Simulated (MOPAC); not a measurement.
# One shape, several levels: C2H3BrSi (SMILES C#C[SiH2]Br)

We compute a comparison of 4 runs (PM3, PM6, PM6-D3H4, PM7) of C2H3BrSi. 

The results are computed with MOPAC 23.2.5.

7 further runs of the same task are left out: 7 set aside as unsound or not needed.

## Step 1: The molecule

C2H3BrSi has 7 atoms, charge 0, and is taken as a singlet. SMILES: `C#C[SiH2]Br`. The shape is that of a GFN2-xTB optimisation.

Bond lengths: C1–C2 1.202 Å, C2–Si3 1.842 Å, Si3–Br4 2.231 Å, C1–H5 1.052 Å, Si3–H6 1.455 Å, Si3–H7 1.455 Å. Angles: C1–C2–Si3 179.1°, C2–Si3–Br4 106.6°, C2–C1–H5 179.7°, C2–Si3–H6 111.0°, C2–Si3–H7 111.2°, Br4–Si3–H6 105.9°, Br4–Si3–H7 106.0°, H6–Si3–H7 115.4°.

## Step 2: Energy and gradient at PM3 (run 1)

File job.mop:

```
DISP BONDS GRADIENTS 1SCF PM3 AUX(PRECISION=6) T=10M THREADS=1
C2H3BrSi gradient

C     -1.203930 +1    -1.442990 +1    -0.701750 +1
C     -0.439460 +1    -0.646570 +1    -0.226490 +1
Si     0.718310 +1     0.595370 +1     0.488210 +1
Br     0.227170 +1     2.549060 +1    -0.470490 +1
H     -1.874380 +1    -2.136220 +1    -1.122070 +1
H      0.476550 +1     0.776740 +1     1.911870 +1
H      2.095740 +1     0.304610 +1     0.120720 +1
```

Run with:

```console
$ mopac job.mop
```

job.out:

```text
MOPAC v23.2.5
PM3 CALCULATION RESULTS
[...]
           Empirical Formula: C2 H3 Si Br  =     7 atoms
      MOLECULAR POINT GROUP   :   Cs
[...]
     SCF FIELD WAS ACHIEVED
[...]
                              SUM =         23.17938 KCAL/MOL = FINAL HEAT OF FORMATION
          TOTAL ENERGY            =       -708.46160 EV
          ELECTRONIC ENERGY       =      -1639.85919 EV
          CORE-CORE REPULSION     =        931.39759 EV
          COSMO AREA              =        131.83 SQUARE ANGSTROMS
          COSMO VOLUME            =        121.25 CUBIC ANGSTROMS
          GRADIENT NORM           =         67.91591          =       25.66980 PER ATOM
          IONIZATION POTENTIAL    =         10.743350 EV
          HOMO LUMO ENERGIES (EV) =        -10.743 -1.192
          NO. OF FILLED LEVELS    =         11
          MOLECULAR WEIGHT        =        135.0352         POINT GROUP:  Cs
[...]
                             CARTESIAN COORDINATES
   1    C       -1.203930000    -1.442990000    -0.701750000
   2    C       -0.439460000    -0.646570000    -0.226490000
   3   Si        0.718310000     0.595370000     0.488210000
   4   Br        0.227170000     2.549060000    -0.470490000
   5    H       -1.874380000    -2.136220000    -1.122070000
   6    H        0.476550000     0.776740000     1.911870000
   7    H        2.095740000     0.304610000     0.120720000
           Empirical Formula: C2 H3 Si Br  =     7 atoms
      MOLECULAR POINT GROUP   :   Cs
[...]
              NET ATOMIC CHARGES AND DIPOLE CONTRIBUTIONS
  ATOM NO.   TYPE          CHARGE      No. of ELECS.   s-Pop       p-Pop
    1          C          -0.161919        4.1619     1.22894     2.93298
    2          C          -0.329661        4.3297     1.29746     3.03220
    3         Si           0.815280        3.1847     0.90616     2.27856
    4         Br          -0.350856        7.3509     1.85315     5.49770
    5          H           0.186037        0.8140     0.81396
    6          H          -0.079485        1.0795     1.07949
    7          H          -0.079397        1.0794     1.07940
 DIPOLE           X         Y         Z       TOTAL
 POINT-CHG.     1.406    -2.140     1.830     3.148
 HYBRID        -0.752    -0.569    -0.527     1.080
 SUM            0.655    -2.708     1.304     3.076
[...]
 * JOB ENDED NORMALLY *
[...]
```

Run time: 0.04 s. Hardware: 1 thread of Arm Neoverse N1, shared host.

## Step 3: Energy and gradient at PM6 (run 2)

File calc.mop:

```
PM6 1SCF BONDS GRADIENTS DISP AUX(PRECISION=6) THREADS=1
C2H3BrSi, PM6

C     -1.203930 1    -1.442990 1    -0.701750 1
C     -0.439460 1    -0.646570 1    -0.226490 1
Si     0.718310 1     0.595370 1     0.488210 1
Br     0.227170 1     2.549060 1    -0.470490 1
H     -1.874380 1    -2.136220 1    -1.122070 1
H      0.476550 1     0.776740 1     1.911870 1
H      2.095740 1     0.304610 1     0.120720 1
```

Run with:

```console
$ mopac calc.mop
```

calc.out:

```text
MOPAC v23.2.5
PM6 CALCULATION RESULTS
[...]
           Empirical Formula: C2 H3 Si Br  =     7 atoms
      MOLECULAR POINT GROUP   :   Cs
[...]
     SCF FIELD WAS ACHIEVED
[...]
     *    WARNING - An energy term is incorrect or missing!
     *    FINAL HEAT OF FORMATION     =     22.68457 KCAL/MOL
     *    SUM OF CONTRIBUTIONS TO HoF =     10.68457 KCAL/MOL
     *                     DIFFERENCE =     12.00000 KCAL/MOL
          TOTAL ENERGY            =       -586.52873 EV
          ELECTRONIC ENERGY       =      -1521.69666 EV
          CORE-CORE REPULSION     =        935.16794 EV
          COSMO AREA              =        131.83 SQUARE ANGSTROMS
          COSMO VOLUME            =        121.25 CUBIC ANGSTROMS
          GRADIENT NORM           =         59.80399          =       22.60379 PER ATOM
          IONIZATION POTENTIAL    =         10.397397 EV
          HOMO LUMO ENERGIES (EV) =        -10.397 -0.721
          NO. OF FILLED LEVELS    =         11
          MOLECULAR WEIGHT        =        135.0352         POINT GROUP:  Cs
[...]
                             CARTESIAN COORDINATES
   1    C       -1.203930000    -1.442990000    -0.701750000
   2    C       -0.439460000    -0.646570000    -0.226490000
   3   Si        0.718310000     0.595370000     0.488210000
   4   Br        0.227170000     2.549060000    -0.470490000
   5    H       -1.874380000    -2.136220000    -1.122070000
   6    H        0.476550000     0.776740000     1.911870000
   7    H        2.095740000     0.304610000     0.120720000
           Empirical Formula: C2 H3 Si Br  =     7 atoms
      MOLECULAR POINT GROUP   :   Cs
[...]
              NET ATOMIC CHARGES AND DIPOLE CONTRIBUTIONS
  ATOM NO.   TYPE          CHARGE      No. of ELECS.   s-Pop       p-Pop       d-Pop
    1          C          -0.112267        4.1123     1.16783     2.94444
    2          C          -0.312714        4.3127     1.20587     3.10684
    3         Si           0.461852        3.5381     1.16223     1.74332     0.63261
    4         Br          -0.250751        7.2508     1.96069     5.28652     0.00354
    5          H           0.184810        0.8152     0.81519
    6          H           0.014553        0.9854     0.98545
    7          H           0.014516        0.9855     0.98548
 DIPOLE           X         Y         Z       TOTAL
 POINT-CHG.     1.145    -1.821     1.514     2.630
 HYBRID        -1.013    -0.117    -0.886     1.350
 SUM            0.132    -1.938     0.628     2.041
[...]
 * JOB ENDED NORMALLY *
[...]
```

Wall time 0.04 s (1 thread of Arm Neoverse N1, shared host).

Run 3 isn't shown in full; the table further down has it.

## Step 4: Energy and gradient at PM7 (run 4)

File job.mop:

```
PM7 1SCF DISP GRADIENTS BONDS AUX(PRECISION=9) THREADS=1
C2H3BrSi, PM7

C -1.203930 1 -1.442990 1 -0.701750 1
C -0.439460 1 -0.646570 1 -0.226490 1
Si 0.718310 1 0.595370 1 0.488210 1
Br 0.227170 1 2.549060 1 -0.470490 1
H -1.874380 1 -2.136220 1 -1.122070 1
H 0.476550 1 0.776740 1 1.911870 1
H 2.095740 1 0.304610 1 0.120720 1
```

Run with:

```console
$ mopac job.mop
```

job.out:

```text
MOPAC v23.2.5
PM7 CALCULATION RESULTS
[...]
           Empirical Formula: C2 H3 Si Br  =     7 atoms
      MOLECULAR POINT GROUP   :   Cs
[...]
     SCF FIELD WAS ACHIEVED
[...]
     *    WARNING - An energy term is incorrect or missing!
     *    FINAL HEAT OF FORMATION     =     23.51619 KCAL/MOL
     *    SUM OF CONTRIBUTIONS TO HoF =     11.51619 KCAL/MOL
     *                     DIFFERENCE =     12.00000 KCAL/MOL
          TOTAL ENERGY            =       -609.82645 EV
          ELECTRONIC ENERGY       =      -1589.77362 EV
          CORE-CORE REPULSION     =        979.94718 EV
          COSMO AREA              =        131.83 SQUARE ANGSTROMS
          COSMO VOLUME            =        121.25 CUBIC ANGSTROMS
          GRADIENT NORM           =        101.69094          =       38.43557 PER ATOM
          IONIZATION POTENTIAL    =         10.482513 EV
          HOMO LUMO ENERGIES (EV) =        -10.483 -0.670
          NO. OF FILLED LEVELS    =         11
          MOLECULAR WEIGHT        =        135.0352         POINT GROUP:  Cs
[...]
                             CARTESIAN COORDINATES
   1    C       -1.203930000    -1.442990000    -0.701750000
   2    C       -0.439460000    -0.646570000    -0.226490000
   3   Si        0.718310000     0.595370000     0.488210000
   4   Br        0.227170000     2.549060000    -0.470490000
   5    H       -1.874380000    -2.136220000    -1.122070000
   6    H        0.476550000     0.776740000     1.911870000
   7    H        2.095740000     0.304610000     0.120720000
           Empirical Formula: C2 H3 Si Br  =     7 atoms
      MOLECULAR POINT GROUP   :   Cs
[...]
              NET ATOMIC CHARGES AND DIPOLE CONTRIBUTIONS
  ATOM NO.   TYPE          CHARGE      No. of ELECS.   s-Pop       p-Pop       d-Pop
    1          C          -0.128074        4.1281     1.15301     2.97506
    2          C          -0.238611        4.2386     1.16495     3.07366
    3         Si           0.188065        3.8119     0.90070     2.72816     0.18307
    4         Br          -0.161400        7.1614     1.91245     5.24685     0.00210
    5          H           0.187807        0.8122     0.81219
    6          H           0.076163        0.9238     0.92384
    7          H           0.076050        0.9240     0.92395
 DIPOLE           X         Y         Z       TOTAL
 POINT-CHG.     0.966    -1.341     1.228     2.059
 HYBRID        -0.623    -0.353    -0.471     0.857
 SUM            0.343    -1.694     0.757     1.887
[...]
 * JOB ENDED NORMALLY *
[...]
```

Run time: 0.04 s. Hardware: 1 thread of Arm Neoverse N1, shared host.

## Step 5: Overview of the runs

```tsv
run	level	heat of formation (kcal/mol)	dipole moment (D)	HOMO energy (eV)	LUMO energy (eV)	wall time
1	PM3	23.18	3.08	-10.74	-1.19	0.04 s
2	PM6	22.68	2.04	-10.40	-0.72	0.04 s
3	PM6-D3H4	22.37	2.04	-10.40	-0.72	0.04 s
4	PM7	23.52	1.89	-10.48	-0.67	0.04 s
```

## Step 6: Outcome

| quantity | value |
| --- | --- |
| run 4: total energy | -22.41071 Eh |
| run 4: dipole moment | 1.89 D |
| run 4: HOMO energy | -10.48 eV |
| run 4: LUMO energy | -0.67 eV |
| run 4: HOMO–LUMO gap | 9.81 eV |
| run 4: dispersion energy | -1.47 kJ/mol |
| run 4: heat of formation at this unrelaxed shape | 23.5 kcal/mol |
| run 4: largest force on an atom | 3.308 eV/Å |

What this shows: The dipole moment (its size) runs from 1.89 D (PM7) to 3.08 D (PM3). The HOMO–LUMO gap runs from 9.55 eV (PM3) to 9.81 eV (PM7). Force-field and semi-empirical energies have zeros of their own, so their totals don't compare. All runs together took 0.16 s, the longest 0.04 s.
